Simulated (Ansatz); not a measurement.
NaLaMnMoO6:

```
Na La Mn Mo O
1.0
     0.00000    3.86259    3.86259
     3.86259    0.00000    3.86259
     3.86259    3.86259    0.00000
Na La Mn Mo O
1 1 1 1 6
Direct
  0.25000 0.25000 0.25000
  0.75000 0.75000 0.75000
  0.50000 0.50000 0.50000
  0.00000 0.00000 0.00000
  0.74662 0.25338 0.25338
  0.25338 0.25338 0.74662
  0.25338 0.74662 0.25338
  0.74662 0.25338 0.74662
  0.74662 0.74662 0.25338
  0.25338 0.74662 0.74662
```

The cell was built by a generator and needn't be a form met in nature.

Base run:

- Program: Ansatz 0.2.0
- Functional: RPBE
- Potentials or basis: Ansatz PAW
- Cutoff: 420 eV
- Density cutoff: 1680 eV
- k mesh: 6 × 6 × 6
- Occupations: fermi-dirac, width 0.05 eV
- Spin: collinear spin, ferromagnetic start
- Starting moments: [0.0, 0.0, 4.0, 1.0, 0.0, 0.0, 0.0, 0.0, 0.0, 0.0] μB

Its results: band gap on the k mesh none (metal or under the smearing width); pressure 4.7 GPa; net moment 1.17 μB per cell; site moments Na +0.00; La -0.03; Mn +1.80; Mo -0.51; O +0.01 μB.

Question: The run is repeated on the same cell with these changes: functional from RPBE to BLYP. What comes out?

Answer: Band gap on the k mesh none (metal or under the smearing width); pressure 6.0 GPa; net moment 1.09 μB per cell; site moments Na +0.00; La -0.03; Mn +1.65; Mo -0.47; O +0.01 μB.

Caveats: the potentials were made for another functional, which shifts forces and pressure; a cell with one magnetic atom can't hold antiferromagnetic order, which such compounds often take; semilocal functionals often make such compounds metallic where correlation or magnetic order opens a gap, which also shifts bond lengths; the PAW data sets come from PBE, with cores solved anew for the run's functional, which leaves a small shift of forces and pressure.

Not every run made on this cell is shown here.
